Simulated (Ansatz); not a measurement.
# C2H7GeNSi: one species, many methods

One table from this session's results is given with a row withheld; the runs are named, their logs left out.

Program: Ansatz 0.2.0, Gaussian basis. Level of theory: functionals in def2-TZVPP, the program's frozen cores in correlated methods. These are calculated values, not measurements.

Plan: PBE-D4, r2SCAN-D4, PBE0-D4, B3LYP-D4, ωB97X-V, ωB97M-V, B2PLYP; CCSD(T)/def2-TZVPP; MP2/def2-QZVPP; extrapolation to the limit.

**The geometry**

All runs share one geometry, relaxed beforehand with PBE0-D4 in a triple-zeta def2 set.

SMILES `[GeH3][NH]C1=C[SiH2]1`, 12 atoms, charge 0, spin multiplicity 1.

Atoms are counted from 1 here; the program's logs count them from 0.

Bond lengths: Ge1–N2 1.850 Å, Ge1–H6 1.536 Å, Ge1–H7 1.534 Å, Ge1–H8 1.536 Å, N2–C3 1.350 Å, N2–H9 1.005 Å, C3–C4 1.346 Å, C3–Si5 1.814 Å, C4–Si5 1.793 Å, C4–H10 1.082 Å, Si5–H11 1.487 Å, Si5–H12 1.487 Å. Angles: N2–Ge1–H6 109.2°, N2–Ge1–H7 105.6°, N2–Ge1–H8 109.2°, H6–Ge1–H7 111.4°, H6–Ge1–H8 109.9°, H7–Ge1–H8 111.5°, Ge1–N2–C3 123.0°, Ge1–N2–H9 120.4°, C3–N2–H9 116.6°, N2–C3–C4 137.9°, N2–C3–Si5 154.9°, C4–C3–Si5 67.2°, C3–C4–Si5 68.9°, C3–C4–H10 137.0°, Si5–C4–H10 154.1°, C3–Si5–C4 43.8°, C3–Si5–H11 121.6°, C3–Si5–H12 121.5° and more.

Geometry (Å):

```xyz
12
C2H7GeNSi
Ge   -1.3329    1.0410    1.3984
N    -0.5482    0.8215   -0.2619
C     0.3311   -0.1662   -0.5356
C     0.9066   -1.1980    0.1097
Si    1.4655   -1.1091   -1.5914
H    -0.2363    1.2733    2.4487
H    -2.2479    2.2650    1.2630
H    -2.1328   -0.2224    1.7498
H    -0.7653    1.4522   -1.0138
H     0.8776   -1.6248    1.1035
H     2.7964   -0.5708   -1.9794
H     0.9633   -2.0167   -2.6570
```

Set-up of the first run:

in.yaml

```yaml
crystal:
  periodic: [false, false, false]
  atoms:
    - {symbol: Ge, position_ang: [-1.332924, 1.041047, 1.398396]}
    - {symbol: N, position_ang: [-0.548201, 0.821478, -0.261927]}
    - {symbol: C, position_ang: [0.331050, -0.166223, -0.535611]}
    - {symbol: C, position_ang: [0.906609, -1.198026, 0.109742]}
    - {symbol: Si, position_ang: [1.465514, -1.109138, -1.591383]}
    - {symbol: H, position_ang: [-0.236329, 1.273294, 2.448746]}
    - {symbol: H, position_ang: [-2.247891, 2.264974, 1.262950]}
    - {symbol: H, position_ang: [-2.132837, -0.222370, 1.749848]}
    - {symbol: H, position_ang: [-0.765281, 1.452196, -1.013849]}
    - {symbol: H, position_ang: [0.877622, -1.624783, 1.103477]}
    - {symbol: H, position_ang: [2.796393, -0.570812, -1.979398]}
    - {symbol: H, position_ang: [0.963275, -2.016736, -2.656990]}
basis:
  gaussian: {orbitals: def2-TZVPP}
hamiltonian: {xc: pbe, dispersion: d4}
output: {forces: true, orbitals: {seedname: orbitals}}
```

Run with:

```
ansatz run in.yaml --threads 4 --pin off --events-out ev --progress --plain --max-ram 10444MiB
```

Steps of the session up to this table: PBE-D4 (GGA); r2SCAN-D4 (meta-GGA); PBE0-D4 (hybrid); B3LYP-D4 (hybrid); ωB97X-V (range-separated); ωB97M-V (range-separated); B2PLYP (double hybrid); CCSD(T) in def2-TZVPP; MP2 in def2-QZVPP.

One table of the session follows, with a row left open; its other results are not shown here.

| method | atomisation energy (kJ/mol) |
| --- | --- |
| PBE-D4 | 4171.8 |
| r2SCAN-D4 | 4105.5 |
| PBE0-D4 | 4102.7 |
| B3LYP-D4 | 4094.4 |
| ωB97X-V | 4124.0 |
| ωB97M-V | 4099.1 |
| B2PLYP | 4045.2 |
| HF/def2-TZVPP | 2880.2 |
| MP2/def2-TZVPP | 4031.1 |
| CCSD/def2-TZVPP | ? |
| CCSD(T)/def2-TZVPP | 3985.1 |
| MP2/CBS | 4139.7 |
| CCSD(T)/CBS | 4093.7 |

**Question.** Estimate the row for CCSD/def2-TZVPP.

**Answer.** atomisation energy (kJ/mol): 3915.0. In the column «atomisation energy (kJ/mol)» it lies between HF/def2-TZVPP (2880.2) and CCSD(T)/def2-TZVPP (3985.1).
